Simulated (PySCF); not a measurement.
# C2H6Ge: NMR shifts, electronic excitations and K edges in gas and solvents

Aim: compute the NMR shifts, electronic excitations and K edges of C2H6Ge (`C=[CH][GeH3]`), and see what a dielectric continuum does where one was used.

Programs: PySCF 2.14.0, with density-fitted response routines of our own. Each step states its level of theory. These are calculated values for one molecule, in the gas phase or a continuum, unless marked as measured. Atoms are numbered from 0 throughout.

**1. The molecule as given**

9 atoms, charge 0, multiplicity 1; geometry from: GFN2-xTB.

Bonds of the start (Å): C0–C1 1.32, C1–Ge2 1.94, C0–H3 1.08, C0–H4 1.08, C1–H5 1.08, Ge2–H6 1.50, Ge2–H7 1.49, Ge2–H8 1.50.

**2. Relaxing the molecule at PBE0-D3(BJ)/def2-SVP**

Job settings and geometry (Å):

```
{"job": {"xc": "PBE0", "basis": "def2-SVP", "d3": "d3bj", "grid": 1, "kind": "geom"}, "charge": 0, "multiplicity": 1}
C      1.547363    -0.181949    -0.292908
C      0.558409     0.031884     0.559794
Ge    -1.316928     0.115122     0.060419
H      1.360923    -0.327760    -1.345914
H      2.582239    -0.223583     0.012525
H      0.788866     0.173166     1.609333
H     -2.112413    -0.924007     0.784393
H     -1.483914    -0.095915    -1.407637
H     -1.910983     1.439035     0.422055
```

On the command line:

```
$ OMP_NUM_THREADS=1 python probes_run.py task.json out
```

This one command runs all jobs of the session in turn.

Output:

```text
step   0  E = -2156.10230682  max force = 0.017479
step   1  E = -2156.10518913  max force = 0.004329
step   2  E = -2156.10536705  max force = 0.000620
step   3  E = -2156.10536798  max force = 0.000580
step   4  E = -2156.10537337  max force = 0.000056
optimisation converged
```

Run time: 33 s. Hardware: 1 thread, shared host.

Step by step:

```tsv
step	energy from step 0 (eV)	largest force component (eV/Å)
0	0.0000	0.8988
1	-0.0784	0.2226
2	-0.0833	0.0319
3	-0.0833	0.0298
4	-0.0834	0.0029
```

Distances of close pairs at the start and the end, largest changes first:

```tsv
bond	before (Å)	after (Å)	change (Å)
Ge2–H7	1.493	1.540	+0.047
Ge2–H8	1.495	1.541	+0.046
Ge2–H6	1.496	1.541	+0.046
C0–H3	1.079	1.096	+0.017
C0–H4	1.080	1.096	+0.016
C1–H5	1.084	1.097	+0.014
C0–C1	1.323	1.336	+0.013
C1–Ge2	1.942	1.939	-0.003
```

The next job starts from the end point, and lists it.

```tsv
at the end point	value
point group (found at 0.08 Å tolerance)	Cs
rotational constants (GHz, main isotopes)	32.681, 3.800, 3.554
dipole moment (D)	0.60
```

**3. Nuclear shieldings: PBE0/pcSseg-1 in tetrahydrofuran**

Job settings and geometry (Å):

```
{"job": {"kind": "nmr", "xc": "PBE0", "basis": "pcSseg-1", "solvent": "tetrahydrofuran", "pop": true}, "charge": 0, "multiplicity": 1}
C      1.600469    -0.170308    -0.539686
C      0.618706     0.047093     0.339684
Ge    -1.254892     0.129133    -0.153861
H      1.402318    -0.317166    -1.607531
H      2.652248    -0.212451    -0.234230
H      0.878393     0.186739     1.396664
H     -2.058736    -0.955472     0.590070
H     -1.375633    -0.092523    -1.672796
H     -1.852721     1.501151     0.215163
```

Level: GIAO PBE0/pcSseg-1 NMR shielding, non-relativistic, IEF-PCM tetrahydrofuran.

Output:

```text
coarse grid: 32608 points
cycle   1  E = -2156.1395401446  dE = -6.497e-01  |g| = 8.559e-01  |ddm| = 2.666e+00
cycle   2  E = -2156.1234625177  dE =  1.608e-02  |g| = 8.439e-01  |ddm| = 7.484e-01
cycle   3  E = -2156.1904295093  dE = -6.697e-02  |g| = 7.232e-02  |ddm| = 4.762e-01
cycle   4  E = -2156.1911069789  dE = -6.775e-04  |g| = 1.583e-02  |ddm| = 5.745e-02
cycle   5  E = -2156.1911642627  dE = -5.728e-05  |g| = 5.738e-03  |ddm| = 1.418e-02
cycle   6  E = -2156.1911725091  dE = -8.246e-06  |g| = 8.619e-04  |ddm| = 5.081e-03
final grid: 67688 points
cycle   7  E = -2156.1911762047  dE =  6.869e-08  |g| = 1.065e-03  |ddm| = 1.852e-03
cycle   8  E = -2156.1911759473  dE =  2.574e-07  |g| = 1.515e-03  |ddm| = 1.885e-03
cycle   9  E = -2156.1911764924  dE = -5.451e-07  |g| = 1.666e-04  |ddm| = 1.049e-03
cycle  10  E = -2156.1911764995  dE = -7.144e-09  |g| = 3.021e-05  |ddm| = 1.394e-04
cycle  11  E = -2156.1911764997  dE = -1.928e-10  |g| = 2.412e-06  |ddm| = 2.070e-05
converged SCF energy = -2156.1911764997

GIAO shielding tensors (ppm)
atom      isotropic    diamagn.    paramagn.     s11        s22        s33       span
  0 C       38.956     254.618    -215.661    -87.520     48.406    155.983    243.503
  1 C       44.787     259.363    -214.576    -72.647     33.865    173.143    245.790
  2 Ge    1546.778    2755.583   -1208.806   1441.606   1537.383   1661.344    219.738
  3 H       24.933      30.790      -5.857     21.160     23.959     29.679      8.519
  4 H       24.752      28.932      -4.179     21.475     23.954     28.829      7.354
  5 H       24.741      31.277      -6.537     23.394     23.489     27.339      3.945
  6 H       27.053      28.097      -1.044     21.306     22.129     37.724     16.418
  7 H       27.278      28.655      -1.376     21.658     22.837     37.340     15.682
  8 H       27.053      28.063      -1.010     21.306     22.129     37.723     16.418
```

Run time: 17 s. Hardware: 1 thread, shared host.

Shifts follow as δ = σ(reference) − σ, with reference shieldings (ppm) from runs at the same level and on the same kind of geometry: 1H TMS 31.24, 13C TMS 185.3, 73Ge GeMe4 1329. The references are single molecules in the same continuum. Atoms listed in one row are averaged.

```tsv
atoms	environment	σ (ppm)	δ (ppm)
C0	terminal =CH2 carbon	39.0	146.3
C1	alkene CH	44.8	140.5
H5	hydrogen on an alkene CH	24.74	6.50
H4	hydrogen on a terminal =CH2 carbon	24.75	6.49
H3	hydrogen on a terminal =CH2 carbon	24.93	6.31
H6, H7, H8	hydrogen on a germanium bonded to C	27.13	4.12
Ge2	germanium bonded to C, 3 H	1547	-217
```

Charges from the same density, by scheme (e):

```tsv
atoms	Mulliken	IAO	Hirshfeld	ESP fit
C0	-0.16	-0.28	-0.09	-0.41
C1	-0.51	-0.39	-0.14	-0.20
Ge2	0.31	0.48	0.30	0.25
```

Mayer bond orders: C0–C1 1.95, C1–Ge2 0.90.

**4. Ultraviolet spectrum: CAM-B3LYP/def2-SVPD**

The job, as its differences from that of step 3:

```diff
@@ -1,2 +1,2 @@
-{"job": {"kind": "nmr", "xc": "PBE0", "basis": "pcSseg-1", "solvent": "tetrahydrofuran", "pop": true}, "charge": 0, "multiplicity": 1}
+{"job": {"kind": "uv", "xc": "CAM-B3LYP", "basis": "def2-SVPD", "dynamic": true, "nstates": 6, "ntriplets": 0}, "charge": 0, "multiplicity": 1}
 C      1.600469    -0.170308    -0.539686
```

Method: TDDFT CAM-B3LYP/def2-SVPD, vertical, gas phase, core orbitals frozen in the response.

Output:

```text
coarse grid: 32608 points
cycle   1  E = -2156.5124117077  dE = -5.898e-01  |g| = 4.184e-01  |ddm| = 3.645e+00
cycle   2  E = -2156.5174983090  dE = -5.087e-03  |g| = 4.097e-01  |ddm| = 9.862e-01
cycle   3  E = -2156.5372886457  dE = -1.979e-02  |g| = 1.538e-02  |ddm| = 5.681e-01
cycle   4  E = -2156.5373475234  dE = -5.888e-05  |g| = 8.715e-03  |ddm| = 5.309e-02
cycle   5  E = -2156.5373660892  dE = -1.857e-05  |g| = 2.472e-03  |ddm| = 1.397e-02
cycle   6  E = -2156.5373676340  dE = -1.545e-06  |g| = 5.559e-04  |ddm| = 3.588e-03
final grid: 67688 points
cycle   7  E = -2156.5373559902  dE = -7.960e-09  |g| = 5.946e-04  |ddm| = 3.015e-03
cycle   8  E = -2156.5373559514  dE =  3.889e-08  |g| = 7.151e-04  |ddm| = 1.528e-03
cycle   9  E = -2156.5373560822  dE = -1.309e-07  |g| = 5.943e-05  |ddm| = 8.028e-04
cycle  10  E = -2156.5373560832  dE = -9.263e-10  |g| = 5.714e-06  |ddm| = 7.551e-05
converged SCF energy = -2156.5373560832

Static polarisability (au): isotropic 57.782, principal 47.162 53.432 72.751

Singlet excitations
state   eV       nm        f      main configurations
  1   6.8026    182.3   0.00163   H-1->L 0.97
  2   7.2957    169.9   0.44043   H->L 0.96
  3   7.3890    167.8   0.00448   H->L+1 0.71, H->L+2 0.25
  4   8.0005    155.0   0.03817   H->L+2 0.66, H->L+1 0.25
  5   8.1947    151.3   0.00698   H->L+3 0.89
  6   8.3544    148.4   0.00361   H-1->L+1 0.84, H-1->L+2 0.13
```

It took 21 s on 1 thread, shared host.

Frontier orbitals and where they lie:

```tsv
orbital	eV	atoms
HOMO−3	-11.15	Ge2 38 %, H6 21 %, H8 21 %
HOMO−2	-10.84	Ge2 41 %, H7 31 %, H8 10 %
HOMO−1	-10.18	C1 33 %, Ge2 22 %, C0 15 %
HOMO	-9.24	C0 36 %, C1 36 %, Ge2 9 %
LUMO	0.79	C0 36 %, C1 32 %, Ge2 9 %
LUMO+1	1.06	Ge2 56 %, H8 8 %, H6 8 %
LUMO+2	1.64	Ge2 32 %, C1 17 %, H7 11 %
```

With each of the 6 states as a Gaussian band of 0.4 eV half-width at 1/e, the curve within the window shown has maxima at 170 nm (ε 18,000) L/(mol cm). Beyond the last state computed it falls off for lack of states. The curve at chosen wavelengths:

```json
{"nm": "143", "ε (L/mol/cm)": "266"}
{"nm": "145", "ε (L/mol/cm)": "516"}
{"nm": "147", "ε (L/mol/cm)": "872"}
{"nm": "150", "ε (L/mol/cm)": "1518"}
{"nm": "152", "ε (L/mol/cm)": "1956"}
{"nm": "154", "ε (L/mol/cm)": "2439"}
{"nm": "156", "ε (L/mol/cm)": "3159"}
{"nm": "159", "ε (L/mol/cm)": "5337"}
{"nm": "161", "ε (L/mol/cm)": "7813"}
{"nm": "163", "ε (L/mol/cm)": "10943"}
{"nm": "165", "ε (L/mol/cm)": "14171"}
{"nm": "168", "ε (L/mol/cm)": "17573"}
{"nm": "170", "ε (L/mol/cm)": "18060"}
{"nm": "172", "ε (L/mol/cm)": "16986"}
{"nm": "174", "ε (L/mol/cm)": "14697"}
{"nm": "177", "ε (L/mol/cm)": "10236"}
{"nm": "179", "ε (L/mol/cm)": "7363"}
{"nm": "181", "ε (L/mol/cm)": "4966"}
{"nm": "183", "ε (L/mol/cm)": "3157"}
{"nm": "186", "ε (L/mol/cm)": "1451"}
{"nm": "188", "ε (L/mol/cm)": "816"}
{"nm": "190", "ε (L/mol/cm)": "442"}
{"nm": "192", "ε (L/mol/cm)": "232"}
{"nm": "195", "ε (L/mol/cm)": "85"}
{"nm": "197", "ε (L/mol/cm)": "43"}
{"nm": "199", "ε (L/mol/cm)": "21"}
```

Ground-state properties from the same run:

```tsv
property	computed
dipole moment (D)	0.57
polarisability (Å³)	8.56
HOMO–LUMO gap (eV)	10.03
−ε(HOMO) (eV)	9.24
C6 with itself (au)	1157
```

**5. Excited states and response: CAM-B3LYP/def2-SVPD in tetrahydrofuran**

The job, as its differences from that of step 4:

```diff
@@ -1,2 +1,2 @@
-{"job": {"kind": "uv", "xc": "CAM-B3LYP", "basis": "def2-SVPD", "dynamic": true, "nstates": 6, "ntriplets": 0}, "charge": 0, "multiplicity": 1}
+{"job": {"kind": "uv", "xc": "CAM-B3LYP", "basis": "def2-SVPD", "solvent": "tetrahydrofuran", "nstates": 6, "ntriplets": 0}, "charge": 0, "multiplicity": 1}
 C      1.600469    -0.170308    -0.539686
```

With the program's defaults for keys left out, this is: TDDFT CAM-B3LYP/def2-SVPD, vertical, IEF-PCM tetrahydrofuran (non-equilibrium linear response), core orbitals frozen in the response.

Output:

```text
coarse grid: 32608 points
cycle   1  E = -2156.5140648370  dE = -5.911e-01  |g| = 4.163e-01  |ddm| = 3.642e+00
cycle   2  E = -2156.5196078586  dE = -5.543e-03  |g| = 4.056e-01  |ddm| = 9.556e-01
cycle   3  E = -2156.5385740439  dE = -1.897e-02  |g| = 1.590e-02  |ddm| = 5.592e-01
cycle   4  E = -2156.5386369983  dE = -6.295e-05  |g| = 8.880e-03  |ddm| = 5.433e-02
cycle   5  E = -2156.5386568171  dE = -1.982e-05  |g| = 2.053e-03  |ddm| = 1.333e-02
cycle   6  E = -2156.5386578572  dE = -1.040e-06  |g| = 6.305e-04  |ddm| = 3.284e-03
final grid: 67688 points
cycle   7  E = -2156.5386460600  dE = -1.176e-09  |g| = 6.996e-04  |ddm| = 3.075e-03
cycle   8  E = -2156.5386460098  dE =  5.023e-08  |g| = 8.334e-04  |ddm| = 1.767e-03
cycle   9  E = -2156.5386461852  dE = -1.754e-07  |g| = 4.744e-05  |ddm| = 9.124e-04
cycle  10  E = -2156.5386461858  dE = -5.930e-10  |g| = 6.030e-06  |ddm| = 6.085e-05
converged SCF energy = -2156.5386461858

Static polarisability (au): isotropic 74.370, principal 61.118 68.930 93.061

Singlet excitations
state   eV       nm        f      main configurations
  1   6.7554    183.5   0.00259   H-1->L 0.97
  2   7.1264    174.0   0.57148   H->L 0.96
  3   7.3757    168.1   0.00413   H->L+1 0.72, H->L+2 0.24
  4   7.9815    155.3   0.05795   H->L+2 0.67, H->L+1 0.24
  5   8.2305    150.6   0.01043   H->L+3 0.89
  6   8.2985    149.4   0.00376   H-1->L+1 0.83, H-1->L+2 0.13
```

Run time: 21 s. Hardware: 1 thread, shared host.

Key values: HOMO -9.17 eV, LUMO 0.88 eV; lowest singlet 6.76 eV.

**6. K-edge absorption: BHandHLYP/def2-SVPD+aug-pcX-1+pcseg-1**

The job, as its differences from that of step 5:

```diff
@@ -1,2 +1,2 @@
-{"job": {"kind": "uv", "xc": "CAM-B3LYP", "basis": "def2-SVPD", "solvent": "tetrahydrofuran", "nstates": 6, "ntriplets": 0}, "charge": 0, "multiplicity": 1}
+{"job": {"kind": "xas", "xc": "BHandHLYP", "basis": {"default": "aug-pcX-1", "H": "pcseg-1", "Ge": "def2-SVPD"}}, "charge": 0, "multiplicity": 1}
 C      1.600469    -0.170308    -0.539686
```

Method: core-valence-separated TDA BHandHLYP/aug-pcX-1 H:pcseg-1 Ge:def2-SVPD, K edges, non-relativistic, gas phase.

Output:

```text
coarse grid: 32608 points
cycle   1  E = -2156.4168397867  dE = -5.816e-01  |g| = 3.289e-01  |ddm| = 3.011e+00
cycle   2  E = -2156.4266074223  dE = -9.768e-03  |g| = 2.755e-01  |ddm| = 5.377e-01
cycle   3  E = -2156.4371772961  dE = -1.057e-02  |g| = 2.214e-02  |ddm| = 2.416e-01
cycle   4  E = -2156.4372911660  dE = -1.139e-04  |g| = 7.232e-03  |ddm| = 3.606e-02
cycle   5  E = -2156.4373029417  dE = -1.178e-05  |g| = 2.644e-03  |ddm| = 8.251e-03
cycle   6  E = -2156.4373047151  dE = -1.773e-06  |g| = 1.891e-04  |ddm| = 2.262e-03
final grid: 67688 points
cycle   7  E = -2156.4372993550  dE = -1.968e-08  |g| = 8.951e-05  |ddm| = 9.171e-04
cycle   8  E = -2156.4372993559  dE = -9.436e-10  |g| = 8.629e-05  |ddm| = 1.988e-04
cycle   9  E = -2156.4372993573  dE = -1.381e-09  |g| = 1.195e-05  |ddm| = 7.048e-05
cycle  10  E = -2156.4372993573  dE = -3.683e-11  |g| = 6.705e-06  |ddm| = 1.833e-05
converged SCF energy = -2156.4372993573

C K edge
   eV          f      from atoms
  282.366   0.04988   C0
  282.399   0.07063   C1
  285.806   0.01268   C1
  285.967   0.00783   C0
  286.069   0.03354   C1
  286.454   0.03006   C0
  286.824   0.00188   C1
  287.034   0.00052   C1
  287.157   0.00084   C0
  287.350   0.00464   C1
  287.433   0.00826   C0
  287.508   0.00141   C1
```

Wall time 12 s (1 thread, shared host).

**7. Run by run: electronic excitations**

Excitations and ground-state properties, with basis size and wall time:

```tsv
run	lowest singlet (eV)	brightest (eV)	f	gap (eV)	α (Å³)	μ (D)	functions	time
CAM-B3LYP/def2-SVPD	6.80	7.30	0.440	10.03	8.56	0.57	126	21 s
CAM-B3LYP/def2-SVPD in tetrahydrofuran	6.76	7.13	0.571	10.05	11.02	0.69	126	21 s
```

**8. Summary of results**

```
                                                                               quantity                                                  value
                                                                            point group                                                     Cs
                                                   rotational constants (main isotopes)                                  32.68, 3.80, 3.55 GHz
                                13C shifts against TMS (PBE0/pcSseg-1, tetrahydrofuran)                                       146.3, 140.5 ppm
1H shifts against TMS (PBE0/pcSseg-1, tetrahydrofuran, means over atoms taken as alike)                             6.50, 6.49, 6.31, 4.12 ppm
                             73Ge shifts against GeMe4 (PBE0/pcSseg-1, tetrahydrofuran)                                               -217 ppm
                                                   lowest singlet (CAM-B3LYP/def2-SVPD)                            6.80 eV (182 nm), f = 0.002
                                               brightest single state of those computed                            state 2, 7.30 eV, f = 0.440
                                                                               C K edge  first line 282.37 eV, strongest 282.40 eV (f = 0.071)
                                                            range of the lowest singlet                                        6.76 to 6.80 eV
```

In words: Over 4 steps the energy fell by 0.083 eV; of the close pairs, Ge2–H7 changed most, 1.493 to 1.540 Å. The most deshielded carbon is C0 (terminal =CH2 carbon), at 146.3 ppm: an sp2 carbon of a C=C bond. H5 (hydrogen on an alkene CH) lies farthest downfield among hydrogen, at 6.50 ppm; a vinylic proton, deshielded by the sp2 carbon and the C=C anisotropy. The first singlet state (HOMO−1→LUMO 0.97) lies at 6.80 eV and is weak; of the 6 states computed, the strongest absorption comes from state 2 at 7.30 eV. At the C edge the strongest single line lifts a 1s electron of C1 into LUMO (weight 0.85), 0.0 eV above the first line. Absolute edge energies from this method are off by several eV; spacings are better. The lowest singlet runs from 6.76 eV (CAM-B3LYP/def2-SVPD in tetrahydrofuran) to 6.80 eV (CAM-B3LYP/def2-SVPD), while the orbital gap spans 10.03 to 10.05 eV. The lowest state need not be the same one in every run. Spin-orbit coupling is left out, which matters for shieldings and couplings at and beside the heavy atoms.
